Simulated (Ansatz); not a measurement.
# BrClHInO: how energies converge with the basis set

How large a basis does BrClHInO need? Two functionals are run in growing sets.

Computed with Ansatz 0.2.0, Gaussian basis. Level: one geometry, several basis sets.

Plan: PBE0-D4/def2-SVP; ωB97M-V/def2-SVP; PBE0-D4/def2-QZVPP; ωB97M-V/def2-QZVPP; the functionals' def2-TZVPP values are taken from earlier runs.

**1. Structure used throughout**

The geometry comes from an earlier relaxation with PBE0-D4 in a triple-zeta def2 set; it is a stationary point. In takes the def2 core potential; no spin-orbit term is included.

5 atoms, charge 0, spin multiplicity 1.

Atoms are counted from 1 here; the program's logs count them from 0.

Bond lengths: O1–In2 1.962 Å, O1–H5 0.962 Å, In2–Cl3 2.310 Å, In2–Br4 2.427 Å. Angles: In2–O1–H5 111.6°, O1–In2–Cl3 118.2°, O1–In2–Br4 120.5°, Cl3–In2–Br4 121.3°.

**2. PBE0-D4 in def2-SVP**

Input file in.yaml:

```yaml
crystal:
  periodic: [false, false, false]
  atoms:
    - {symbol: O, position_ang: [-0.257230, 1.542438, 0.012652]}
    - {symbol: In, position_ang: [-0.101845, -0.408908, -0.122792]}
    - {symbol: Cl, position_ang: [1.719664, -1.431624, 0.864118]}
    - {symbol: Br, position_ang: [-1.787812, -1.698986, -1.298806]}
    - {symbol: H, position_ang: [0.477123, 1.923380, 0.503429]}
basis:
  gaussian: {orbitals: def2-SVP}
hamiltonian: {xc: pbe0, dispersion: d4}
output: {orbitals: {seedname: orbitals}}
```

Further steps of the session: ωB97M-V in def2-SVP; PBE0-D4 in def2-QZVPP; ωB97M-V in def2-QZVPP.

**Question.** What will the summary of the whole plan be? Wanted: PBE0-D4: double and triple zeta above quadruple; ωB97M-V: double and triple zeta above quadruple.

The runs gave:

```
                                       quantity           value
PBE0-D4: double and triple zeta above quadruple  17.81, 1.97 eV
ωB97M-V: double and triple zeta above quadruple  17.70, 1.90 eV
```

What this shows: For PBE0-D4 the step from double to triple zeta gains 15.84 eV and the next only 1.97 eV. Total energies overstate the basis error of differences, where much of it tends to cancel.
